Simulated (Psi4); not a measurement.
**SnSe (SMILES [Se][Sn]): DLPNO-MP2/def2-TZVP (density fitting, core potential, density fitting for correlation, pno convergence loose, sweep point 1)**

What is the energy change on altering one bond length of SnSe at DLPNO-MP2/def2-TZVP (density fitting, core potential, density fitting for correlation, pno convergence loose, sweep point 1)? 

Program for the calculation: Psi4 1.11.

### 1 The structure to begin with

SnSe has 2 atoms, charge 0, and is taken as a singlet. As SMILES, `[Se][Sn]`. The shape comes from GFN2-xTB, which is rough for such elements, and wasn't checked as a minimum.

Bond lengths: Se1–Sn2 2.338 Å.

### 2 The energy at DLPNO-MP2/def2-TZVP (density fitting, core potential, density fitting for correlation, pno convergence loose, sweep point 1)

File sesn.dat:

```
memory 1600 MB

molecule {
  Se     0.00000000     0.00000000     0.00000000
  Sn     0.00000000     0.00000000     4.41882219
  units bohr
  symmetry c1
}

set {
  basis def2-TZVP
  reference rhf
  puream true
  scf_type df
  num_frozen_docc 13
  pno_convergence loose
}

E = energy("dlpno-mp2")
print_variables()
```

On the command line:

```bash
psi4 -i sesn.dat -o sesn.out -n 1
```

sesn.out:

```text
[...]
    !!!  WARNING: ECP capability is in beta. Please check occupations closely.  !!!
[...]
  Running in c1 symmetry.
[...]
  Nuclear repulsion =  169.275876656172983
[...]
  Multiplicity = 1
[...]
  Nalpha       = 28
  Nbeta        = 28
[...]
    Number of basis functions: 98
[...]
 WARNING: Atomic UHF is not converging! Try casting from a smaller basis or call Rob at CCMST.
   -------------------------
[...]
   @DF-RHF iter   1: -2612.45876356902909   -3.54459e+00   1.93120e-02 DIIS/ADIIS
[...]
    Orbital Energies [Eh]
    ---------------------
    Doubly Occupied:
       1A   -460.796674     2A    -60.600764     3A    -54.200926
       4A    -54.200926     5A    -54.200852     6A     -8.865158
       7A     -6.596741     8A     -6.595744     9A     -6.595744
      10A     -5.896117    11A     -4.085549    12A     -4.085549
      13A     -4.076639    14A     -2.584084    15A     -2.583257
      16A     -2.583257    17A     -2.582477    18A     -2.582477
      19A     -1.353253    20A     -1.353253    21A     -1.345487
      22A     -1.343813    23A     -1.343813    24A     -0.846857
      25A     -0.540484    26A     -0.344389    27A     -0.331923
      28A     -0.331923
[...]
  @DF-RHF Final Energy: -2613.25260006135431
   => Energetics <=
    Nuclear Repulsion Energy =            169.2758766561729828
    One-Electron Energy =               -4059.3606919307858334
    Two-Electron Energy =                1276.8322152132584506
    Total Energy =                      -2613.2526000613543147
[...]
 Multipole Moments:
 ------------------------------------------------------------------------------------
     Multipole            Electronic (a.u.)      Nuclear  (a.u.)        Total (a.u.)
 ------------------------------------------------------------------------------------
 L = 1.  Multiply by 2.5417464519 to convert [e a0] to [Debye]
 Dipole X            :          0.0000000            0.0000000            0.0000000
 Dipole Y            :          0.0000000            0.0000000            0.0000000
 Dipole Z            :         52.8330767          -51.2719196            1.5611571
 Magnitude           :                                                    1.5611571
[...]
  @LMP2 iter   6:  -0.564565295120 -5.573e-08  4.089e-07
[...]
```

Wall time 3.3 s (1 thread of AMD EPYC 9R45 (Zen 5), shared host); peak memory 0.34 GiB.

### 3 The distorted shape

File calc.in:

```
memory 1600 MB

molecule mol {
  0 1
  Se     0.00000000     0.00000000    -0.88374932
  Sn     0.00000000     0.00000000     4.41882219
  units au
  symmetry c1
}

set puream true
set scf_type df
set num_frozen_docc 13
set pno_convergence loose

result, w = energy("dlpno-mp2/def2-TZVP", return_wfn=True)
```

On the command line:

```bash
psi4 -n 1 calc.in calc.out
```

calc.out:

```text
[...]
    !!!  WARNING: ECP capability is in beta. Please check occupations closely.  !!!
[...]
  Running in c1 symmetry.
[...]
  Nuclear repulsion =  141.063632727887523
[...]
  Multiplicity = 1
[...]
  Nalpha       = 28
  Nbeta        = 28
[...]
    Number of basis functions: 98
[...]
 WARNING: Atomic UHF is not converging! Try casting from a smaller basis or call Rob at CCMST.
   -------------------------
[...]
   @DF-RHF iter   1: -2612.26810196375163   -3.75167e+00   1.96679e-02 DIIS/ADIIS
[...]
    Orbital Energies [Eh]
    ---------------------
    Doubly Occupied:
       1A   -460.785259     2A    -60.587427     3A    -54.188133
       4A    -54.187388     5A    -54.187388     6A     -8.850018
       7A     -6.582576     8A     -6.579407     9A     -6.579407
      10A     -5.932729    11A     -4.122098    12A     -4.122098
      13A     -4.111760    14A     -2.570671    15A     -2.569066
      16A     -2.569066    17A     -2.564826    18A     -2.564826
      19A     -1.389690    20A     -1.389690    21A     -1.378498
      22A     -1.378498    23A     -1.375574    24A     -0.790175
      25A     -0.558962    26A     -0.322433    27A     -0.292669
      28A     -0.292669
[...]
  @DF-RHF Final Energy: -2613.19485961553255
   => Energetics <=
    Nuclear Repulsion Energy =            141.0636327278875228
    One-Electron Energy =               -4002.8709820332387608
    Two-Electron Energy =                1248.6124896898188581
    Total Energy =                      -2613.1948596155325504
[...]
 Multipole Moments:
 ------------------------------------------------------------------------------------
     Multipole            Electronic (a.u.)      Nuclear  (a.u.)        Total (a.u.)
 ------------------------------------------------------------------------------------
 L = 1.  Multiply by 2.5417464519 to convert [e a0] to [Debye]
 Dipole X            :         -0.0000002            0.0000000           -0.0000002
 Dipole Y            :          0.0000000            0.0000000            0.0000000
 Dipole Z            :         64.1310466          -61.5261281            2.6049185
 Magnitude           :                                                    2.6049185
[...]
  @LMP2 iter   7:  -0.572518734024 -3.688e-08  3.146e-07
[...]
```

It took 3.3 s on 1 thread of AMD EPYC 9R45 (Zen 5), shared host; peak memory 0.32 GiB.

### 4 Outcome

Level: DLPNO-MP2/def2-TZVP (density fitting, core potential, density fitting for correlation, pno convergence loose, sweep point 1), 13 core orbitals frozen.

| quantity | value |
| --- | --- |
| first shape: total energy | -2613.81718 Eh |
| first shape: HOMO energy (Hartree–Fock orbitals) | -9.03 eV |
| first shape: LUMO energy (Hartree–Fock orbitals) | -0.05 eV |
| first shape: HOMO–LUMO gap (Hartree–Fock orbitals) | 8.98 eV |
| first shape: correlation energy (13 core orbitals frozen) | -564.6 mEh |
| distorted shape: total energy | -2613.76739 Eh |
| distorted shape: HOMO energy (Hartree–Fock orbitals) | -7.96 eV |
| distorted shape: LUMO energy (Hartree–Fock orbitals) | -0.93 eV |
| distorted shape: HOMO–LUMO gap (Hartree–Fock orbitals) | 7.03 eV |
| distorted shape: correlation energy (13 core orbitals frozen) | -572.5 mEh |
| energy change with the Se1–Sn2 bond stretched from 2.338 to 2.806 Å | 1.355 eV |

With the Se1–Sn2 bond stretched from 2.338 to 2.806 Å the energy rises by 1.35 eV (131 kJ/mol). The first shape isn't relaxed at this level, so the change isn't measured from a minimum.
